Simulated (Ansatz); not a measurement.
# SrI3: a trial structure relaxed, part 2 of 2

Where does this trial cell of SrI3 go when cell and atoms are let free?

Ansatz 0.2.0; DFT PBE, scalar-relativistic, plane waves, PAW. Earlier steps stand in the parts before.

## 4. Second relaxation, mesh chosen anew

Contents of input.yaml:

```yaml
crystal:
  lattice:
    - [5.3543092118, 0.0, 0.0]
    - [0.0, 5.3543092118, 0.0]
    - [0.0, 0.0, 5.3543092118]
  atoms:
    - { symbol: Sr, position: [0.0, 0.0, 0.0] }
    - { symbol: I, position: [0.5, 0.5, 0.0] }
    - { symbol: I, position: [0.0, 0.5, 0.5] }
    - { symbol: I, position: [0.5, 0.0, 0.5] }
basis:
  ecutwfc: 420
kpoints:
  mp_grid: { grid: [10, 10, 10] }
hamiltonian:
  xc: pbe
scf:
  occupations: { method: gaussian, width: 0.1 }
output:
  forces: true
  stress: true
  eigenvalues: true
relax:
  adjacent_minimum: "off"
  f_tol: 0.01
  max_steps: 80
  cell: { stress_tol: 0.05 }
```

The run is started by

```
ansatz run input.yaml --threads 1 --pin off --max-ram 2048MiB --backend cpu --events-out ev --progress --plain --runs-dir out
```

Log, shortened:

```text
Warning: RAYON_NUM_THREADS=1 ignored (pool sized by the plan → 1); use --threads N
[...]
Pseudopotentials: kind: paw
Pseudopotential: Sr, paw, valence charge 10, recommended cutoff 420 eV (normal), Sr.paw.azcp
Pseudopotential: I, paw, valence charge 17, recommended cutoff 420 eV (normal), I.paw.azcp
Functional definition: PBE
[...]
Crystal: 4 atoms, lattice volume = 153.501 Å³
Basis set: ecut = 420 eV, 2969 PW (Γ), exchange–correlation on 72×72×72 points (8 copies of the dense FFT grid, shifted against one another)
Bands: 37, of which v1, the nominal top of the filled ones, is band 31 counted from 1 (30 counted from 0)
Symmetry: 48 space group operations
Space group: Pm-3m (ITA 221), of the structure as read, at distance tolerance 5.4e-5 Å
k-points: 56 of 1000
[...]
SCF iter   1: F=—  HF=-26086.491068 eV  |F-HF|=—  |Δ(HF+E_count)|=         —  Δρ=2.12e-3  dr2=7.96e-3  ethr=1.77e-3  ⟨swp⟩=12.2  Hψ=10960  notcnv=0
[...]
--- Stress (GPa, compression-positive) ---
        0.017734       0.000000       0.000000
       -0.000000       0.017734       0.000000
        0.000000       0.000000       0.017734
  P = ⅓ Tr σ = 0.0177 GPa (0.177 kbar)
--- Band table (eV; the first three rows and the last of 56) ---
[...]
--- Relaxed structure (2 steps of the walk, 2 accepted, 1 SCFs on fresh bases) ---
  F+E_penalty+E_count = -26086.49162817 eV   max|allowed force component| = 4.076e-29 eV/Å   (the final SCF, on the basis selected at the relaxed cell)
  cell:  # Å, volume = 153.7231 Å³
    - [5.356893493904603, 0.0, -1.6049416203226965e-35]
    - [0.0, 5.356893493904603, 0.0]
    - [1.6049416203226965e-35, 0.0, 5.356893493904603]
  atoms:
    - { symbol: Sr, position: [2.2481073984095945e-36, 3.7468456640159915e-37, -4.215201372017989e-37] }
    - { symbol: I, position: [0.5000000000000001, 0.5000000000000001, 3.2784899560139896e-37] }
    - { symbol: I, position: [-3.74684566401599e-36, 0.5000000000000001, 0.5000000000000001] }
    - { symbol: I, position: [0.5000000000000001, 0.0, 0.5000000000000001] }
```

It took 68 s on 1 thread of Arm Neoverse V1, shared host; peak memory 0.51 GiB.

Relaxation path:

```
step  energy from step 1 (eV/cell)  largest force component (eV/Å)  pressure (GPa)  volume (Å³)
   1                        0.0000                          0.0000            0.05       153.50
   2                        0.0000                          0.0000            0.02       153.72
   3                        0.0000                          0.0000            0.02       153.72
```

Step 1 is the start. Step 3 repeats the geometry before it on a plane-wave basis chosen anew for that cell, so its energy need not be comparable with the rows above.

|  | before | after | change |
| --- | --- | --- | --- |
| a (Å) | 5.354 | 5.357 | 0.0 % |
| b (Å) | 5.354 | 5.357 | 0.0 % |
| c (Å) | 5.354 | 5.357 | 0.0 % |
| volume (Å³/atom) | 38.38 | 38.43 | +0.1 % |
| shortest distance (Å) | 3.786 | 3.788 | 0.0 % |
| space group (0.01 Å) | Pm-3m | Pm-3m | same |

The run keeps the 48 symmetry operations of the start, so it could not have lowered the symmetry.

## 5. Changed: mixing.algorithm anderson, mixing.beta 0.1

Contents of input.yaml:

```yaml
crystal:
  lattice:
    - [5.3568934939, 0.0, 0.0]
    - [0.0, 5.3568934939, 0.0]
    - [0.0, 0.0, 5.3568934939]
  atoms:
    - { symbol: Sr, position: [0.0, 0.0, 0.0] }
    - { symbol: I, position: [0.5, 0.5, 0.0] }
    - { symbol: I, position: [0.0, 0.5, 0.5] }
    - { symbol: I, position: [0.5, 0.0, 0.5] }
basis:
  ecutwfc: 420
kpoints:
  mp_grid: { grid: [10, 10, 10] }
hamiltonian:
  xc: pbe
scf:
  occupations: { method: gaussian, width: 0.1 }
  mixing: { algorithm: anderson, beta: 0.1 }
output:
  forces: true
  eigenvalues: true
  stress: true
```

The run is started by

```
ansatz run input.yaml --threads 1 --pin off --max-ram 2048MiB --backend cpu --events-out ev --progress --plain --runs-dir out
```

Log, shortened:

```text
Warning: RAYON_NUM_THREADS=1 ignored (pool sized by the plan → 1); use --threads N
[...]
[... 4 set-up lines as earlier in the session ...]
[...]
Crystal: 4 atoms, lattice volume = 153.723 Å³
Basis set: ecut = 420 eV, 2969 PW (Γ), exchange–correlation on 72×72×72 points (8 copies of the dense FFT grid, shifted against one another)
Bands: 37, of which v1, the nominal top of the filled ones, is band 31 counted from 1 (30 counted from 0)
[... 2 set-up lines as earlier in the session ...]
k-points: 56 of 1000
[...]
SCF iter   1: F=—  HF=-26086.491410 eV  |F-HF|=—  |Δ(HF+E_count)|=         —  Δρ=2.12e-3  dr2=8.01e-3  ethr=1.77e-3  ⟨swp⟩=12.3  Hψ=11013  notcnv=0
[...]
SCF converged after 11 iterations
Stability not checked: this state was not tested for a lower state beside it, because the mixer in use, unlike msr1, does not test its closes by its own steps (another_mixer; see scf.mixing.algorithm and scf.lower_state_search)
Free energy (F): -26086.491628 eV
[...]
E sigma→0 (E₀):  -26086.473971 eV
Entropy (-TS):   -0.035314 eV (-8.829 meV/atom)
Fermi energy:    6.599309 eV
[...]
--- Forces (eV/Å), atoms counted from 1 ---
  atom   1  Sr    -0.00000000     0.00000000    -0.00000000
  atom   2  I      0.00000000    -0.00000000    -0.00000000
  atom   3  I      0.00000000     0.00000000     0.00000000
  atom   4  I      0.00000000    -0.00000000     0.00000000
[...]
--- Stress (GPa, compression-positive) ---
        0.017749      -0.000000      -0.000000
       -0.000000       0.017749       0.000000
       -0.000000       0.000000       0.017749
  P = ⅓ Tr σ = 0.0177 GPa (0.177 kbar)
--- Band table (eV; the first three rows and the last of 56) ---
[...]
```

Run time: 26 s. Hardware: 1 thread of Arm Neoverse V1, shared host; peak memory 0.5 GiB.

```tsv
run	ending	energy change	pressure (GPa)	gap (eV)	force (eV/Å)	cycles	time
step 4	converged	0	0.0	0.00	0.00	-	68 s
variant	converged	0.0 meV/atom	0.0	0.00	0.00	11	26 s
```

The changed mixing doesn't alter the result here (within 0.5 meV/atom).

## 6. Outcome

This closing draws on all 2 parts. Changes of volume or cell count from the first structure of part 1.

| quantity | value |
| --- | --- |
| symmetry at the end (tolerance 0.05 Å) | space group Pm-3m (No. 221) |
| conventional cell | a = 5.357 Å, b = 5.357 Å, c = 5.357 Å, α = 90.00°, β = 90.00°, γ = 90.00° |
| volume | 38.43 Å³/atom |
| energy over the elements | -0.88 eV/atom |
| gap on the mesh | none (metal) |

The space group Pm-3m (No. 221) is kept, and the volume per atom shrinks by 4.7 % from the first guess. It lies below the elements, which doesn't yet make it stable: competing phases were not computed in this session. No finished test with a distortion of lower symmetry is shown, so the end may be a saddle point. Spin-orbit coupling is left out for I. The final runs have no spin polarisation, so no magnetic state was tried and one may lie lower.
